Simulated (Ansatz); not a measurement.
# SiNi: the cost of one run

Program: Ansatz 0.2.0. Level of theory: DFT PBE, scalar-relativistic, plane waves, PAW. These are calculated values, not measurements.

## 1. The system as given

The cell holds 20 atoms (Ni10Si10): a = 6.401 Å, b = 6.413 Å, c = 6.563 Å, α = 89.27°, β = 89.96°, γ = 88.64°.

10 Si, 10 Ni were thrown into a skewed cell at random, at 1.00 times a reference volume of the solid, and pushed apart as soft spheres.

Its coordinates follow in the input file.

## 2. Stage at 2480 K

The cutoff is lowered while the worst contacts of the packing are taken out. One k point, a Fermi-Dirac width of 0.214 eV and a fixed cell.

input.yaml reads:

```yaml
crystal:
  lattice:
    - [6.400294, 0.075774, 0.002298]
    - [0.075774, 6.412219, 0.041525]
    - [0.002298, 0.041525, 6.562577]
  atoms:
    - { symbol: Si, position: [0.9990762666, 0.7189412354, 0.0135828466] }
    - { symbol: Si, position: [0.936083422, 0.3260789417, 0.59151256] }
    - { symbol: Si, position: [0.6853384614, 0.9637342481, 0.1019226718] }
    - { symbol: Si, position: [0.7172466629, 0.5519711675, 0.747263793] }
    - { symbol: Si, position: [0.3489266616, 0.7689432597, 0.3226628518] }
    - { symbol: Si, position: [0.0021442839, 0.5855906243, 0.3575902855] }
    - { symbol: Si, position: [0.0094062695, 0.7435863431, 0.6607257671] }
    - { symbol: Si, position: [0.4045085888, 0.4691013781, 0.5784555484] }
    - { symbol: Si, position: [0.2137226551, 0.2847649479, 0.3342589168] }
    - { symbol: Si, position: [0.6829237821, 0.8772553294, 0.6300914965] }
    - { symbol: Ni, position: [0.2867209047, 0.080121938, 0.0471085845] }
    - { symbol: Ni, position: [0.2434469342, 0.022699214, 0.6298278798] }
    - { symbol: Ni, position: [0.588020275, 0.4873345055, 0.2549196971] }
    - { symbol: Ni, position: [0.9254687475, 0.0496607995, 0.8449414821] }
    - { symbol: Ni, position: [0.007943518, 0.9738616937, 0.3349947057] }
    - { symbol: Ni, position: [0.9100970106, 0.3197055621, 0.1162938965] }
    - { symbol: Ni, position: [0.5733919469, 0.2027606841, 0.771055305] }
    - { symbol: Ni, position: [0.5431231629, 0.1239082088, 0.3930267707] }
    - { symbol: Ni, position: [0.4225170135, 0.7222235575, 0.974547104] }
    - { symbol: Ni, position: [0.1990450718, 0.4252616712, 0.8878543013] }
  symmetry: { detect: false }
basis:
  ecutwfc: 320
  xc_grid: 1
kpoints:
  mp_grid: { grid: [1, 1, 1], shift: [0.25, 0.25, 0.25] }
hamiltonian:
  xc: pbe
scf:
  occupations: { method: fermi_dirac, width: 0.2137 }
  lower_state_search: "off"
  convergence: { dr2_threshold: 1.0e-05 }
output:
  forces: true
  stress: true
md:
  timestep: 3.0
  n_steps: 24
  ensemble: nvt_langevin
  friction: 0.03
  temperature: 2480.0
  initial_velocities: maxwell_boltzmann
  seed: 47975
```

On the command line:

```sh
ansatz run input.yaml --threads 2 --pin off --max-ram 5120MiB --backend cpu --events-out ev --progress --plain --runs-dir out
```

What time and memory should one allow on 2 threads of Intel Xeon at 2.70GHz, shared host?

About 63 s, with a peak of 0.46 GiB.
